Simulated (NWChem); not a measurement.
# BN2H5S (SMILES NB(N)S): levels of theory compared

Aim: a comparison of 4 runs (HF/STO-3G, HF/3-21G, B3LYP/6-31G*) of BN2H5S. 

The calculation is run with NWChem 7.3.0.

**1. The molecule**

The species is BN2H5S (9 atoms), meant as a singlet with charge 0. As SMILES, `NB(N)S`. The shape is that of a PBE0-D4/def2-TZVP optimisation.

Bond lengths: N1–B2 1.411 Å, B2–N3 1.411 Å, B2–S4 1.844 Å, N1–H5 1.004 Å, N1–H6 1.002 Å, N3–H7 1.003 Å, N3–H8 1.004 Å, S4–H9 1.340 Å. Angles: N1–B2–N3 122.3°, N1–B2–S4 121.3°, N3–B2–S4 116.4°, B2–N1–H5 122.9°, B2–N1–H6 123.2°, B2–N3–H7 122.8°, B2–N3–H8 123.3°, B2–S4–H9 97.0°, H5–N1–H6 113.7°, H7–N3–H8 113.9°.

**2. Energy and gradient at HF/STO-3G (run 1)**

bh5n2s.nw reads:

```
start bh5n2s
title "BH5N2S"
memory 2200 mb
charge 0

geometry units angstroms noautosym nocenter noautoz
  N      0.043100     1.056300    -0.636400
  B     -0.027600    -0.118300     0.142200
  N      0.800700    -1.234400    -0.099000
  S     -1.208800    -0.262900     1.551400
  H      0.653400     1.149100    -1.428800
  H     -0.454000     1.896300    -0.409300
  H      0.697300    -2.103500     0.390600
  H      1.543400    -1.234200    -0.774400
  H     -1.958900     0.805200     1.246300
end

basis spherical bse
  * library STO-3G
end

scf
  singlet
  rhf
  thresh 1e-08
  maxiter 80
end

task scf gradient
```

Command:

```console
$ nwchem bh5n2s.nw > bh5n2s.out
```

Output:

```text
[...]
  functions       =    29
[...]
  wavefunction    = RHF
[...]
         Total SCF energy =   -528.040764324406
      One-electron energy =  -1026.567959696068
      Two-electron energy =    350.172527073653
 Nuclear repulsion energy =    148.354668298009
        Time for solution =      1.0s
[...]
                         RHF ENERGY GRADIENTS
    atom               coordinates                        gradient
                 x          y          z           x          y          z
   1 N       0.081447   1.996118  -1.202622   -0.000553   0.021353  -0.010524
   2 B      -0.052156  -0.223555   0.268719    0.012636   0.003575  -0.016967
   3 N       1.513104  -2.332678  -0.187083    0.011615  -0.020822  -0.000392
   4 S      -2.284301  -0.496809   2.931721   -0.006413  -0.008503   0.018617
   5 H       1.234747   2.171484  -2.700040   -0.008029  -0.002911   0.009548
   6 H      -0.857936   3.583487  -0.773465    0.007161  -0.012341  -0.001069
   7 H       1.317706  -3.975039   0.738127   -0.000588   0.011464  -0.006557
   8 H       2.916603  -2.332300  -1.463404   -0.009240   0.001962   0.009520
   9 H      -3.701784   1.521607   2.355165   -0.006589   0.006224  -0.002176
[...]
```

Run time: 1.8 s. Hardware: 1 thread of Intel Xeon 6975P-C (Granite Rapids), shared host; peak memory 0.097 GiB.

**3. Energy and gradient at HF/3-21G (run 2)**

input.xyz reads:

```xyz
9
BH5N2S hf
N      0.043100     1.056300    -0.636400
B     -0.027600    -0.118300     0.142200
N      0.800700    -1.234400    -0.099000
S     -1.208800    -0.262900     1.551400
H      0.653400     1.149100    -1.428800
H     -0.454000     1.896300    -0.409300
H      0.697300    -2.103500     0.390600
H      1.543400    -1.234200    -0.774400
H     -1.958900     0.805200     1.246300
```

run.py reads:

```python
from ase.io import read
from ase.calculators.nwchem import NWChem

molecule = read('input.xyz')

calc = NWChem(
    label='input',
    theory='scf',
    memory='2200 mb',
    basis='3-21G',
    basispar='spherical bse',
    scf={'nopen': '0', 'rhf': None, 'thresh': '1e-08', 'maxiter': '80'},
)
molecule.calc = calc

forces = molecule.get_forces()
e = molecule.get_potential_energy()
print(f"E = {e:.6f} eV")
print("forces (eV/A):")
for s, f in zip(molecule.symbols, forces):
    print(f"{s:2s} {f[0]:10.5f} {f[1]:10.5f} {f[2]:10.5f}")
print("dipole (e A):", molecule.get_dipole_moment().round(4))
```

Command:

```console
$ export ASE_NWCHEM_COMMAND="nwchem PREFIX.nwi > PREFIX.nwo"
$ python run.py
```

Output:

```text
E = -14460.724517 eV
forces (eV/A):
N    -0.05199    0.60118   -0.13570
B     0.72546   -0.24163   -0.60030
N     0.29964   -0.50368   -0.04098
S    -0.44871   -0.03090    0.49242
H    -0.12881   -0.09688    0.16614
H     0.08176   -0.11534   -0.10567
H     0.03162    0.15802   -0.07898
H    -0.18167    0.05471    0.11868
H    -0.32740    0.17448    0.18440
dipole (e A): [ 0.3539  0.2429 -0.5804]
```

The calculator wrote input.nwi:

```
title "input"

permanent_dir input

scratch_dir input

start input

geometry units angstrom nocenter noautosym noautoz
  N  4.3099999999999999e-02 1.0563000000000000e+00 -6.3639999999999997e-01
  B  -2.7600000000000000e-02 -1.1830000000000000e-01 1.4219999999999999e-01
  N  8.0069999999999997e-01 -1.2343999999999999e+00 -9.9000000000000005e-02
  S  -1.2088000000000001e+00 -2.6290000000000002e-01 1.5513999999999999e+00
  H  6.5339999999999998e-01 1.1491000000000000e+00 -1.4288000000000001e+00
  H  -4.5400000000000001e-01 1.8963000000000001e+00 -4.0930000000000000e-01
  H  6.9730000000000003e-01 -2.1034999999999999e+00 3.9060000000000000e-01
  H  1.5434000000000001e+00 -1.2342000000000000e+00 -7.7439999999999998e-01
  H  -1.9589000000000001e+00 8.0520000000000003e-01 1.2463000000000000e+00
end

memory 2200 mb

basis spherical bse noprint
   * library 3-21G
end

scf
  nopen 0
  rhf
  thresh 1e-08
  maxiter 80
end

task scf gradient
```

input.nwo:

```text
Northwest Computational Chemistry Package (NWChem) 7.3.0
             --------------------------------------------------------

           Job information
           ---------------

    nwchem branch   = 7.3.0
    use scalapack   = T
    input           = input.nwi
    prefix          = input.
    data base       = input/input.db
    status          = startup
    nproc           =        1

           Memory information
           ------------------

[... 5 lines left out ...]
    hardfail = no
[... 133 lines left out ...]
         Quadratically convergent ROHF
[... 14 lines left out ...]
       Final RHF  results
[... 4 lines left out ...]
      Two-electron energy =    346.919598470184
[... 39 lines left out ...]
                       ROHF Final Molecular Orbital Analysis
[... 220 lines left out ...]
                 ----------------------------------------
                 |  Time  |  1-e(secs)   |  2-e(secs)   |
                 ----------------------------------------
                 |  CPU   |       0.00   |       0.30   |
                 ----------------------------------------
                 |  WALL  |       0.00   |       0.30   |
                 ----------------------------------------

 Task  times  cpu:        1.5s     wall:        1.5s
 Total times  cpu:        1.5s     wall:        1.5s
```

It took 2.4 s on 1 thread of Intel Xeon 6975P-C (Granite Rapids), shared host; peak memory 0.099 GiB.

Run 3 isn't shown in full; the table further down has it.

**4. Energy and forces at B3LYP/6-31G(d) (spherical functions) (run 4)**

bh5n2s.nw reads:

```
start bh5n2s
title "BH5N2S"
memory total 2200 mb
charge 0

geometry units angstroms noautosym nocenter noautoz
 N      0.043100     1.056300    -0.636400
 B     -0.027600    -0.118300     0.142200
 N      0.800700    -1.234400    -0.099000
 S     -1.208800    -0.262900     1.551400
 H      0.653400     1.149100    -1.428800
 H     -0.454000     1.896300    -0.409300
 H      0.697300    -2.103500     0.390600
 H      1.543400    -1.234200    -0.774400
 H     -1.958900     0.805200     1.246300
end

basis spherical bse
 * library 6-31G*
end

dft
 xc b3lyp
 grid xfine
 convergence energy 1e-08
 maxiter 100
 mulliken
end

task dft gradient
```

Command:

```console
$ nwchem bh5n2s.nw > bh5n2s.out
```

Output:

```text
[...]
          Wavefunction type:  closed shell.
          No. of atoms     :     9
          No. of electrons :    40
[...]
          Charge           :     0
          Spin multiplicity:     1
[...]
          AO basis - number of functions:    70
[...]
              XC Information
              --------------
                         B3LYP Method XC Potential
                     Hartree-Fock (Exact) Exchange  0.200
                        Slater Exchange Functional  0.800 local
                    Becke 1988 Exchange Functional  0.720 non-local
              Lee-Yang-Parr Correlation Functional  0.810
                  VWN I RPA Correlation Functional  0.190 local
[...]
 d= 0,ls=0.0,diis     1   -535.5853476550 -6.84D+02  1.21D-02  5.44D-01     2.3
[...]
 d= 0,ls=0.0,diis    10   -535.6532362114 -9.01D-10  2.40D-07  2.81D-10    20.7
         Total DFT energy =     -535.653236211365
      One electron energy =    -1030.579596349089
           Coulomb energy =      392.179665116218
    Exchange-Corr. energy =      -45.607973276503
 Nuclear repulsion energy =      148.354668298009
[...]
      Total Density - Mulliken Population Analysis
     ---------------------------------------------
    Atom       Charge   Shell Charges
 -----------   ------   -------------------------------------------------------
    1 N    7     7.75   2.00  0.76  2.58  0.80  1.59  0.02
    2 B    5     4.59   2.00  0.53  1.49  0.16  0.31  0.10
    3 N    7     7.76   2.00  0.76  2.58  0.80  1.60  0.02
    4 S   16    16.26   2.00  2.00  5.97  1.35  3.11  0.52  1.27  0.05
    5 H    1     0.69   0.51  0.18
    6 H    1     0.68   0.51  0.17
    7 H    1     0.67   0.51  0.16
    8 H    1     0.69   0.51  0.18
    9 H    1     0.91   0.51  0.41
[...]
  wavefunction    = closed shell
[...]
```

It took 26 s on 1 thread of Intel Xeon 6975P-C (Granite Rapids), shared host; peak memory 0.14 GiB.

**5. Overview of the runs**

| run | level | Cartesian functions | iteration cap | energy (Eh) | dipole moment (D) | HOMO energy (eV) | LUMO energy (eV) | wall time |
| --- | --- | --- | --- | --- | --- | --- | --- | --- |
| 1 | HF/STO-3G | no | 80 | -528.040764 | 1.98 | -6.70 | 10.81 | 1.8 s |
| 2 | HF/3-21G | no | 80 | -531.421828 | 3.47 | -9.69 | 5.46 | 2.4 s |
| 3 | B3LYP/6-31G* (Cartesian functions) | yes | 100 | -535.658540 | – | – | – | 27 s |
| 4 | B3LYP/6-31G* (spherical functions) | no | 100 | -535.653236 | 2.84 | -6.30 | 1.11 | 26 s |

**6. Results**

| quantity | value |
| --- | --- |
| run 4: total energy | -535.65324 Eh |
| run 4: dipole moment | 2.84 D |
| run 4: HOMO energy | -6.30 eV |
| run 4: LUMO energy | 1.11 eV |
| run 4: HOMO–LUMO gap | 7.41 eV |
| run 4: largest force on an atom | 0.377 eV/Å |

What this shows: Over runs 1, 2, 4 the dipole moment (its size) runs from 1.98 D (HF/STO-3G) to 3.47 D (HF/3-21G). Over runs 1, 2, 4 the HOMO–LUMO gap runs from 7.41 eV (B3LYP/6-31G*) to 17.51 eV (HF/STO-3G). The two ends differ in method and basis. In run 1 the basis is minimal, so the values are rough. All runs together took 57 s, the longest 27 s.
